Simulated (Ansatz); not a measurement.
# CuI (F-43m): equation of state with a fit

Where is the equilibrium volume of CuI (F-43m), and how stiff is it? The task is an equation of state with a fit, for CuI (F-43m).

The COD entry's cell or inner coordinates are ideal or old and differ from later refinements, so a difference from it is no clean test against experiment.

All numbers are computed with Ansatz 0.2.0 through its Python package. Level of theory: DFT PBE, plane waves, PAW.

### Step 1. The system

The structure is cubic, space group F-43m (No. 216). Conventional cell: a = 6.063 Å, b = 6.063 Å, c = 6.063 Å, α = 90.00°, β = 90.00°, γ = 90.00°. Cu (site symmetry -43m) is surrounded by 4 I at 2.63 Å. I (site symmetry -43m) is surrounded by 4 Cu at 2.63 Å.

No structure file is read: the coordinates are typed or built in the script.

### Step 2. Script

cui.py reads:

```python
"""Equation of state of CuI."""

import ansatz as az
import numpy as np
from pymatgen.analysis.eos import EOS

vectors0 = np.array([
    [0.0, 3.0315, 3.0315],
    [3.0315, 0.0, 3.0315],
    [3.0315, 3.0315, 0.0],
])
sites = [
    ("Cu", (0.25, 0.25, 0.25)),
    ("I", (0.0, 0.0, 0.0)),
]


def build(cell):
    crystal = az.Crystal(lattice=az.Lattice.of(cell))
    for symbol, position in sites:
        crystal = crystal.atom(symbol, position)
    return crystal


def main() -> None:
    # scale the volume, keep shape and fractions
    volumes, energies = [], []
    for scale in np.linspace(0.88, 1.12, 7):
        cell = vectors0 * scale ** (1 / 3)
        calc = (
            build(cell).calculation()
            .occupations("fixed")
            .functional(az.Functional.PBE)
            .basis(500)
            .kpoints(6, 6, 6)
        )
        data = calc.run().report
        volumes.append(abs(np.linalg.det(cell)) / len(sites))
        energies.append(data["free_energy_ev"] / len(sites))
        print(f"V = {volumes[-1]:8.4f} A^3/atom  F = {energies[-1]:.5f} eV/atom")

    for form in ["vinet"]:
        fit = EOS(eos_name=form).fit(volumes, energies)
        print(f"{form:18s} V0 {fit.v0:8.4f} A^3/atom  B0 {fit.b0_GPa:7.1f} GPa  B1 {fit.b1:5.2f}")


if __name__ == "__main__":
    main()
```

### Step 3. Launch

On the command line:

```sh
> python cui.py
```

**Question.** Estimate the equilibrium volume and the bulk modulus.

The runs gave:

| quantity | value |
| --- | --- |
| runs compared | 7 |
| range of energy | 73.27 meV/atom |
| lowest point, volume (Å³/atom) | 27.859 |
| equilibrium volume (fit) | 28.09 Å³/atom |
| bulk modulus (fit) | 39 GPa |

A third-order Birch-Murnaghan fit through the 7 points (the script's own form differs a little) has its minimum at 28.09 Å³ an atom, 0.8 % above the typed cell, with a bulk modulus of 39 GPa and dB/dP = 5.2. From that minimum the energy rises by 73.5 meV an atom on the compressed side and 33.6 meV on the expanded side. Reading the output:
- For a gap this small the mesh is coarse, and bands can meet between its points.
- Of the deposited cell: the entry's cell lengths or inner coordinates differ somewhat from later room-temperature determinations.
- Without a Hubbard U or exact exchange, semilocal functionals often make such 3d compounds metallic or too weakly gapped.
